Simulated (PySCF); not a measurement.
**C4H9BrOSi: electronic excitations**

Wanted: the electronic excitations of C4H9BrOSi (`Br[C@H]1COCC[SiH2]1`), by calculation.

Computed with PySCF 2.14.0, with density-fitted response routines of our own, on a single molecule in the gas phase. Atoms are numbered from 0 throughout.

**1. The molecule as given**

16 atoms, charge 0, multiplicity 1; geometry from: GFN2-xTB.

Bonds of the start (Å): Br0–C1 1.96, C1–C2 1.52, C2–O3 1.40, O3–C4 1.41, C4–C5 1.53, C5–Si6 1.90, Si6–C1 1.91, C1–H7 1.09, C2–H8 1.10, C2–H9 1.10, C4–H10 1.10, C4–H11 1.09, C5–H12 1.09, C5–H13 1.09, Si6–H14 1.47, Si6–H15 1.46.

**2. Excited states and response: CAM-B3LYP/def2-SVPD**

The job: settings as JSON, then the geometry in Å.

```
{"job": {"kind": "uv", "xc": "CAM-B3LYP", "basis": "def2-SVPD", "nstates": 8, "ntriplets": 3}, "charge": 0, "multiplicity": 1}
Br    -2.939802     1.354289     0.394642
C     -1.184509     0.551554     0.726017
C     -1.219725    -0.912659     0.302797
O      0.017760    -1.540605     0.517090
C      1.026985    -1.188800    -0.402885
C      1.584999     0.221950    -0.192062
Si     0.169473     1.488622    -0.246952
H     -1.041552     0.612791     1.805582
H     -1.944769    -1.476470     0.899079
H     -1.510307    -0.988181    -0.757239
H      0.642999    -1.288083    -1.429746
H      1.811012    -1.936485    -0.254096
H      2.087607     0.255627     0.775237
H      2.337868     0.420476    -0.952637
H     -0.319300     1.681972    -1.615908
H      0.473662     2.752946     0.419671
```

With the program's defaults for keys left out, this is: TDDFT CAM-B3LYP/def2-SVPD, vertical, gas phase, core orbitals frozen in the response.

The run is started by

```
OMP_NUM_THREADS=1 python probes_run.py task.json out
```

This one command runs all jobs of the session in turn.

What it wrote:

```text
coarse grid: 61896 points
cycle   1  E = -3096.0940784863  dE = -1.870e-01  |g| = 5.789e-01  |ddm| = 5.539e+00
cycle   2  E = -3096.0720330460  dE =  2.205e-02  |g| = 7.071e-01  |ddm| = 1.661e+00
cycle   3  E = -3096.1633948207  dE = -9.136e-02  |g| = 7.365e-02  |ddm| = 8.265e-01
cycle   4  E = -3096.1643996398  dE = -1.005e-03  |g| = 2.428e-02  |ddm| = 1.278e-01
cycle   5  E = -3096.1645414807  dE = -1.418e-04  |g| = 7.623e-03  |ddm| = 4.759e-02
cycle   6  E = -3096.1645558636  dE = -1.438e-05  |g| = 1.381e-03  |ddm| = 1.344e-02
cycle   7  E = -3096.1645564133  dE = -5.497e-07  |g| = 6.458e-04  |ddm| = 3.786e-03
final grid: 129392 points
cycle   8  E = -3096.1644889955  dE = -4.325e-08  |g| = 7.111e-04  |ddm| = 6.786e-03
cycle   9  E = -3096.1644889297  dE =  6.577e-08  |g| = 8.932e-04  |ddm| = 2.291e-03
cycle  10  E = -3096.1644891314  dE = -2.016e-07  |g| = 3.637e-05  |ddm| = 1.209e-03
cycle  11  E = -3096.1644891318  dE = -3.956e-10  |g| = 1.456e-05  |ddm| = 8.974e-05
converged SCF energy = -3096.1644891318

Static polarisability (au): isotropic 96.851, principal 80.006 92.690 117.856

Singlet excitations
state   eV       nm        f      main configurations
  1   5.7953    213.9   0.00766   H->L 0.80
  2   6.1331    202.2   0.00234   H-1->L 0.52, H-2->L 0.33
  3   7.0579    175.7   0.02233   H-2->L 0.46, H-1->L 0.27
  4   7.2128    171.9   0.01893   H->L+2 0.85
  5   7.5533    164.1   0.03058   H->L+1 0.61
  6   7.5896    163.4   0.04488   H-1->L+2 0.61, H-2->L+2 0.11
  7   7.7195    160.6   0.00230   H-1->L+1 0.34, H-2->L+1 0.12
  8   7.8311    158.3   0.07485   H-4->L 0.41, H->L+3 0.12, H->L+4 0.08

Triplet excitations (Tamm-Dancoff, eV): 5.1759 5.5113 6.6436
```

Run time: 2.5 min. Hardware: 1 thread of Intel Xeon at 2.50GHz, shared host; peak memory 1.1 GiB.

The orbitals next to the gap, with their largest atomic shares:

| orbital | eV | atoms |
| --- | --- | --- |
| HOMO−3 | -10.26 | C5 18 %, O3 17 %, C4 13 % |
| HOMO−2 | -9.58 | Br0 54 %, O3 20 %, C1 7 % |
| HOMO−1 | -9.18 | Br0 41 %, O3 23 %, C1 10 % |
| HOMO | -8.88 | Br0 50 %, C1 15 %, O3 11 % |
| LUMO | 0.60 | Br0 55 %, C1 20 %, Si6 6 % |
| LUMO+1 | 1.17 | Si6 29 %, Br0 11 %, C5 10 % |
| LUMO+2 | 1.30 | Br0 25 %, Si6 21 %, H15 9 % |

With each of the 8 states as a Gaussian band of 0.4 eV half-width at 1/e, the curve within the window shown has maxima at 211 nm (ε 360), 161 nm (ε 5,800) L/(mol cm). Beyond the last state computed it falls off for lack of states. The curve at chosen wavelengths:

```
 nm  ε (L/mol/cm)
152          2208
155          3884
159          5586
162          5811
166          4915
169          3930
173          2756
176          2036
180          1243
183           783
186           459
190           227
193           167
197           179
200           222
204           292
207           335
210           359
214           353
217           323
221           259
224           204
228           137
231            95
235            54
238            34
```

Further results of this job:

| property | computed |
| --- | --- |
| dipole moment (D) | 2.27 |
| polarisability (Å³) | 14.35 |
| HOMO–LUMO gap (eV) | 9.48 |
| −ε(HOMO) (eV) | 8.88 |

**3. Summary of results**

```
                                quantity                        value
    lowest singlet (CAM-B3LYP/def2-SVPD)  5.80 eV (214 nm), f = 0.008
brightest single state of those computed  state 8, 7.83 eV, f = 0.075
                          lowest triplet                      5.18 eV
```

**Reading.** The first singlet state (HOMO→LUMO 0.80) lies at 5.80 eV and is weak; of the 8 states computed, the strongest absorption comes from state 8 at 7.83 eV (the last computed, so partners may be missing). The lowest triplet lies 0.62 eV below the lowest singlet (triplets in Tamm-Dancoff, singlets in full TDDFT).
